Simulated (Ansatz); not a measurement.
# C4H9NO2: the cost of one run

All numbers below are computed with Ansatz 0.2.0 (RKS PBE/6-31G*).

### Step 1. Starting point

Bond lengths (14 of 15 bonds, heavy atoms first): C1–C2 1.468 Å, C2–C3 1.510 Å, C2–O4 1.426 Å, C2–N5 1.472 Å, N5–C6 1.299 Å, C6–O7 1.340 Å, C1–H8 1.051 Å, C1–H9 1.083 Å, C1–H10 1.153 Å, C3–H11 1.099 Å, C3–H12 1.106 Å, C3–H13 1.075 Å, O4–H14 0.889 Å, C6–H15 1.094 Å. Angles (14 of 24 angles, heavy atoms first): C1–C2–C3 110.5°, C1–C2–O4 108.2°, C1–C2–N5 112.4°, C3–C2–O4 106.1°, C3–C2–N5 112.4°, O4–C2–N5 106.8°, C2–N5–C6 116.1°, N5–C6–O7 116.9°, C2–C1–H8 114.4°, C2–C1–H9 113.5°, C2–C1–H10 113.2°, C2–C3–H11 113.5°, C2–C3–H12 114.8°, C2–C3–H13 109.6°.

As a file:

```xyz
16

C    -1.4910   -0.3594   -0.3620
C    -0.0694   -0.6315   -0.1159
C     0.1913   -0.7914    1.3633
O     0.2551   -1.8850   -0.7134
N     0.8087    0.3746   -0.7353
C     0.6963    1.5871   -0.2830
O     1.5100    2.5094   -0.8144
H    -2.1417   -1.1146   -0.0293
H    -1.7239   -0.1914   -1.4065
H    -1.8611    0.6087    0.1425
H    -0.3583   -1.6283    1.8174
H     0.0017    0.1147    1.9685
H     1.2341   -0.9985    1.5250
H     0.8529   -1.6841   -1.3403
H     0.0307    1.9578    0.5015
H     2.0417    2.1093   -1.4738
```

### Step 2. Relaxing end A

The input, input.yaml:

```yaml
crystal:
  periodic: [false, false, false]
  atoms:
    - { symbol: C, position_ang: [-1.491, -0.3594, -0.362] }
    - { symbol: C, position_ang: [-0.0694, -0.6315, -0.1159] }
    - { symbol: C, position_ang: [0.1913, -0.7914, 1.3633] }
    - { symbol: O, position_ang: [0.2551, -1.885, -0.7134] }
    - { symbol: "N", position_ang: [0.8087, 0.3746, -0.7353] }
    - { symbol: C, position_ang: [0.6963, 1.5871, -0.283] }
    - { symbol: O, position_ang: [1.51, 2.5094, -0.8144] }
    - { symbol: H, position_ang: [-2.1417, -1.1146, -0.0293] }
    - { symbol: H, position_ang: [-1.7239, -0.1914, -1.4065] }
    - { symbol: H, position_ang: [-1.8611, 0.6087, 0.1425] }
    - { symbol: H, position_ang: [-0.3583, -1.6283, 1.8174] }
    - { symbol: H, position_ang: [0.0017, 0.1147, 1.9685] }
    - { symbol: H, position_ang: [1.2341, -0.9985, 1.525] }
    - { symbol: H, position_ang: [0.8529, -1.6841, -1.3403] }
    - { symbol: H, position_ang: [0.0307, 1.9578, 0.5015] }
    - { symbol: H, position_ang: [2.0417, 2.1093, -1.4738] }
basis:
  gaussian: { orbitals: "6-31G*" }
hamiltonian:
  xc: pbe
relax:
  f_tol: 0.02
  max_steps: 50
```

Run with:

```sh
$ ansatz run input.yaml --threads 2 --pin off --max-ram 3072MiB --backend cpu --events-out ev --progress --plain --runs-dir out
```

Q: Estimate wall time and peak memory on 2 threads of Intel Xeon Platinum 8488C (Sapphire Rapids), shared host.

About 61 s, with a peak of 0.19 GiB.
